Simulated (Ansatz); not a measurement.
# AsH4Si (charge -1): shift of H5 from As2 to Si1, part 2 of 2

How high is the barrier for the shift of H5 from As2 to Si1? Relax the two ends, then run a nudged elastic band between them. SMILES of the start: [SiH2-][AsH2].

Ansatz 0.2.0; RKS BLYP-D4/def2-TZVP.

### Step 11. A trajectory let go at the top

It starts at the highest inner image of the first converged band: 200 steps of 0.5 fs at constant energy, with velocities drawn for 300 K.

Input file input.yaml:

```yaml
crystal:
  periodic: [false, false, false]
  atoms:
    - { symbol: Si, position_ang: [0.1535, -0.830012, 0.244859] }
    - { symbol: As, position_ang: [-0.111937, 1.429585, -0.77033] }
    - { symbol: H, position_ang: [1.215448, -1.336224, -0.701794] }
    - { symbol: H, position_ang: [-1.051168, -1.74602, -0.036441] }
    - { symbol: H, position_ang: [0.72476, 0.558411, 0.808995] }
    - { symbol: H, position_ang: [-0.930603, 1.92426, 0.454719] }
total_charge: -1
basis:
  gaussian: { orbitals: def2-TZVP }
hamiltonian:
  xc: blyp
  dispersion: d4
md:
  timestep: 0.5
  n_steps: 200
  ensemble: nve
  temperature: 300.0
  initial_velocities: maxwell_boltzmann
  seed: 9705
```

Launch:

```sh
$ ansatz run input.yaml --threads 2 --pin off --max-ram 3072MiB --backend cpu --events-out ev --progress --plain --runs-dir out
```

The log of the run, cut to the lines that bear on the results:

```text
Warning: RAYON_NUM_THREADS=2 ignored (pool sized by the plan → 2); use --threads N
[...]
Functional definition: BLYP
[...]
801 factors; their error is unknown
[...]
mean field -68784.31793571 eV, -2527.7770604521 hartree, gradient 2.4e-5 eV, S^2 0.000000; 0 other end points of the search recorded, 0 dependent functions left out
[...]
reference -68784.31823803 eV, -2527.7770715623 hartree; 26, 26 occupied and 83, 83 virtual orbitals, 801 factors
[...]
md step    45: t =    22.50 fs  T =  1740.3 K  F+E_penalty+E_count = -68785.37824931 eV  E_kin = 0.899797 eV  conserved = -68784.47845217 eV  (30 SCF iters, 3 dispersion substeps)
[...]
md step    58: t =    29.00 fs  T =  1728.1 K  F+E_penalty+E_count = -68785.37135967 eV  E_kin = 0.893512 eV  conserved = -68784.47784765 eV  (29 SCF iters, 3 dispersion substeps)
md step    59: t =    29.50 fs  T =  1699.9 K  F+E_penalty+E_count = -68785.35670034 eV  E_kin = 0.878907 eV  conserved = -68784.47779313 eV  (29 SCF iters, 3 dispersion substeps)
```

### Step 12. More of the same log: dynamics from the highest image of the converged band

Output, continued, cut to the lines that bear on the results:

```text
md step    60: t =    30.00 fs  T =  1680.8 K  F+E_penalty+E_count = -68785.34680108 eV  E_kin = 0.869050 eV  conserved = -68784.47775109 eV  (29 SCF iters, 3 dispersion substeps)
[...]
md step    79: t =    39.50 fs  T =  1730.7 K  F+E_penalty+E_count = -68785.37275720 eV  E_kin = 0.894856 eV  conserved = -68784.47790090 eV  (28 SCF iters, 3 dispersion substeps)
[...]
md step   117: t =    58.50 fs  T =  1042.6 K  F+E_penalty+E_count = -68785.01675194 eV  E_kin = 0.539086 eV  conserved = -68784.47766636 eV  (29 SCF iters, 3 dispersion substeps)
[...]
md step   136: t =    68.00 fs  T =  1268.7 K  F+E_penalty+E_count = -68785.13358223 eV  E_kin = 0.655988 eV  conserved = -68784.47759412 eV  (29 SCF iters, 3 dispersion substeps)
md step   137: t =    68.50 fs  T =  1307.1 K  F+E_penalty+E_count = -68785.15340533 eV  E_kin = 0.675814 eV  conserved = -68784.47759166 eV  (30 SCF iters, 3 dispersion substeps)
```

### Step 13. More of the same log: dynamics from the highest image of the converged band

The log, continued, cut to the lines that bear on the results:

```text
md step   138: t =    69.00 fs  T =  1358.7 K  F+E_penalty+E_count = -68785.18010886 eV  E_kin = 0.702500 eV  conserved = -68784.47760889 eV  (29 SCF iters, 3 dispersion substeps)
[...]
md step   153: t =    76.50 fs  T =  1973.8 K  F+E_penalty+E_count = -68785.49855601 eV  E_kin = 1.020545 eV  conserved = -68784.47801089 eV  (28 SCF iters, 3 dispersion substeps)
[...]
Atom 2 at     1.277475    -1.042042    -0.815260 Å, force     0.011746     0.171350     0.928295 eV/Å
Atom 3 at    -0.360218    -2.105311    -0.622900 Å, force    -1.026990    -0.024243    -0.145631 eV/Å
Atom 4 at     1.233949     1.159270     0.153993 Å, force    -1.170474     0.955117    -0.889380 eV/Å
Atom 5 at    -0.855299     2.174364     0.391766 Å, force    -0.012608    -0.036897     0.107799 eV/Å
Dipole moment:    -0.199145     0.884716    -0.285092 e Å
```

It took 2.8 min on 2 threads of Intel Xeon 6975P-C (Granite Rapids), shared host; peak memory 0.18 GiB.

### Step 14. What the atoms did

The trajectory, every 11 steps (energies from step 0):

```
time (fs)  T (K)  potential energy change (meV/atom)  total energy change (meV/atom)  H5–As2 (Å)  H5–Si1 (Å)
      0.0    300                                 0.0                            0.00        1.99        1.60
      5.5    212                                 7.6                            0.04        1.94        1.63
     11.0    294                                 0.5                            0.04        1.83        1.68
     16.5    797                               -42.8                           -0.01        1.59        1.87
     22.0   1629                              -114.5                           -0.05        1.49        2.29
     27.5   1850                              -133.6                           -0.04        1.74        2.93
     33.0   1794                              -128.8                            0.00        1.75        3.46
     38.5   1909                              -138.8                           -0.08        1.52        3.75
     44.0    998                               -60.2                           -0.02        1.58        4.09
     49.5    310                                -0.8                            0.07        1.70        4.29
     55.0    781                               -41.5                           -0.06        1.54        4.13
     60.5   1299                               -86.2                           -0.09        1.54        3.99
     66.0   1238                               -80.8                            0.02        1.76        3.89
     71.5   1772                              -126.9                           -0.04        1.69        3.46
     77.0   1910                              -138.7                            0.00        1.49        2.83
     82.5   1146                               -72.9                           -0.01        1.64        2.35
     88.0    706                               -35.0                            0.02        1.63        2.08
     93.5    783                               -41.5                            0.09        1.41        2.09
     99.0   1090                               -68.1                           -0.05        1.63        2.35
    100.0   1016                               -61.7                            0.00        1.67        2.43
```

time (fs), T (K) and a bar:
```
      0.0        300 #
      4.5        210 
      8.5        260 #
     13.0        392 ###
     17.5        917 ###########
     21.5       1512 ####################
     26.0       1972 ############################
     30.5       1672 #######################
     35.0       2003 ############################
     39.0       1824 #########################
     43.5       1081 ##############
     48.0        390 ###
     52.0        449 ####
     56.5        873 ##########
     61.0       1344 ##################
     65.0       1278 #################
     69.5       1423 ###################
     74.0       2117 ##############################
     78.5       1729 ########################
     82.5       1146 ###############
     87.0        678 #######
     91.5        839 ##########
     95.5       1016 #############
    100.0       1016 #############
```

Bonds that form or break, judged by distance (formed within 1.15 times the sum of covalent radii and held on average over 12 fs, broken when stretched by half; pairs already stretched at the start don't count as bonds):

| time (fs) | bond | event |
| --- | --- | --- |
| 20.5 | Si1–H5 | breaks |

The last frame stands with the bonds of end A.

### Step 15. Dynamics from the top

It starts at the highest inner image of the first converged band: 200 steps of 0.5 fs at constant energy, with velocities drawn for 100 K.

Changes to input.yaml since step 11:

```diff
@@ -19,4 +19,4 @@
   ensemble: nve
-  temperature: 300.0
+  temperature: 100.0
   initial_velocities: maxwell_boltzmann
-  seed: 9705
+  seed: 9706
```

Launch:

```sh
$ ansatz run input.yaml --threads 2 --pin off --max-ram 3072MiB --backend cpu --events-out ev --progress --plain --runs-dir out
```

The log of the run, cut to the lines that bear on the results:

```text
Warning: RAYON_NUM_THREADS=2 ignored (pool sized by the plan → 2); use --threads N
[...]
Functional definition: BLYP
[...]
801 factors; their error is unknown
[...]
mean field -68784.31793571 eV, -2527.7770604521 hartree, gradient 2.4e-5 eV, S^2 0.000000; 0 other end points of the search recorded, 0 dependent functions left out
[...]
reference -68784.31823803 eV, -2527.7770715623 hartree; 26, 26 occupied and 83, 83 virtual orbitals, 801 factors
[...]
md step    75: t =    37.50 fs  T =  1815.5 K  F+E_penalty+E_count = -68785.52080684 eV  E_kin = 0.938684 eV  conserved = -68784.58212308 eV  (29 SCF iters, 3 dispersion substeps)
[...]
md step    98: t =    49.00 fs  T =   364.1 K  F+E_penalty+E_count = -68784.76929506 eV  E_kin = 0.188254 eV  conserved = -68784.58104095 eV  (31 SCF iters, 3 dispersion substeps)
md step    99: t =    49.50 fs  T =   307.2 K  F+E_penalty+E_count = -68784.73978551 eV  E_kin = 0.158840 eV  conserved = -68784.58094583 eV  (31 SCF iters, 3 dispersion substeps)
```

### Step 16. The log goes on: dynamics from the highest image of the converged band

The log, continued, cut to the lines that bear on the results:

```text
md step   100: t =    50.00 fs  T =   264.1 K  F+E_penalty+E_count = -68784.71740656 eV  E_kin = 0.136540 eV  conserved = -68784.58086657 eV  (31 SCF iters, 3 dispersion substeps)
[...]
md step   125: t =    62.50 fs  T =  1609.5 K  F+E_penalty+E_count = -68785.41423653 eV  E_kin = 0.832160 eV  conserved = -68784.58207670 eV  (30 SCF iters, 3 dispersion substeps)
[...]
Atom 2 at     1.336524    -1.209958    -0.739993 Å, force    -0.145050     0.329264     0.762764 eV/Å
Atom 3 at    -0.525677    -2.079025    -0.710069 Å, force    -0.404345     0.670926     0.465963 eV/Å
Atom 4 at     1.413145     1.290551    -0.141090 Å, force    -1.438936     0.736523    -0.441103 eV/Å
Atom 5 at    -0.775113     2.208645     0.423632 Å, force     0.198942    -0.068411     0.265730 eV/Å
Dipole moment:    -0.171569     0.940813    -0.244904 e Å
```

Run time: 2.8 min. Hardware: 2 threads of Intel Xeon 6975P-C (Granite Rapids), shared host; peak memory 0.18 GiB.

### Step 17. Frames and traces

One step in 11; energies are changes from step 0:

```csv
time (fs),T (K),potential energy change (meV/atom),total energy change (meV/atom),H5–As2 (Å),H5–Si1 (Å)
0.0,100,0.0,0.00,1.99,1.60
5.5,57,3.7,0.02,1.93,1.60
11.0,135,-3.0,0.02,1.85,1.68
16.5,568,-40.3,0.03,1.68,1.84
22.0,1360,-108.5,0.06,1.47,2.22
27.5,2022,-165.7,-0.12,1.68,2.87
33.0,1492,-119.9,0.03,1.80,3.45
38.5,1811,-147.7,-0.18,1.58,3.70
44.0,1022,-79.5,-0.04,1.50,3.92
49.5,307,-17.8,0.05,1.71,4.20
55.0,691,-51.0,-0.04,1.63,4.11
60.5,1309,-104.2,0.02,1.48,3.81
66.0,1557,-125.6,-0.04,1.71,3.67
71.5,1593,-128.7,0.00,1.74,3.30
77.0,1727,-140.3,-0.07,1.49,2.72
82.5,1001,-77.7,-0.09,1.58,2.28
88.0,365,-22.7,0.06,1.66,2.09
93.5,735,-54.6,0.05,1.42,2.21
99.0,1329,-106.0,-0.13,1.62,2.58
100.0,1240,-98.3,-0.04,1.68,2.67
```

time (fs), T (K) and a bar:
```
      0.0        100 #
      4.5         57 
      8.5         94 #
     13.0        203 ##
     17.5        715 ##########
     21.5       1268 ##################
     26.0       2085 ##############################
     30.5       1641 #######################
     35.0       1600 #######################
     39.0       1774 #########################
     43.5       1061 ###############
     48.0        507 #######
     52.0        266 ###
     56.5        908 #############
     61.0       1391 ####################
     65.0       1636 #######################
     69.5       1413 ####################
     74.0       1909 ###########################
     78.5       1469 #####################
     82.5       1001 ##############
     87.0        336 ####
     91.5        736 ##########
     95.5        994 ##############
    100.0       1240 ##################
```

Bonds that form or break, judged by distance (formed within 1.15 times the sum of covalent radii and held on average over 12 fs, broken when stretched by half; pairs already stretched at the start don't count as bonds):

```csv
time (fs),bond,event
21.5,Si1–H5,breaks
```

The last frame stands with the bonds of end A.

### Step 18. Results

The summary covers parts 1 to 2.

```
                                quantity                                                     value
                                   end A                                   6 moves, 0.227 eV lower
                                   end B                                   5 moves, 1.561 eV lower
            first band: barrier forwards                                                  1.243 eV
           first band: barrier backwards                                                  1.750 eV
first band: second end relative to first                                                 -0.507 eV
               first band: highest image                                     3 of 0 to 6, climbing
             first band: band iterations                                                         9
              imaginary modes at the top                                                 840i cm⁻¹
                             second band  top 1.244 eV above image 0, 7 iterations, 5 inner images
             time, first and second band                                             40 s and 36 s
       trajectory at 300 K, after 100 fs                        with the bonds of end A, at 1016 K
       trajectory at 100 K, after 100 fs                        with the bonds of end A, at 1240 K
```

What this shows: In the first band: along this path the system climbs 1.24 eV from the first end (48 kT at 300 K). The second end lies 0.51 eV below the first, so the way back costs 1.75 eV. By distance, end A alone has As2–H5 and end B alone has Si1–H5. One imaginary mode, as a first-order saddle point has. The second band's top lies 1 meV above the first's, so the changed settings hardly move the height. Zero-point energy and entropy are left out. Tunnelling, which matters where hydrogen moves, is missing too. Semilocal functionals tend to give barriers that are too low.
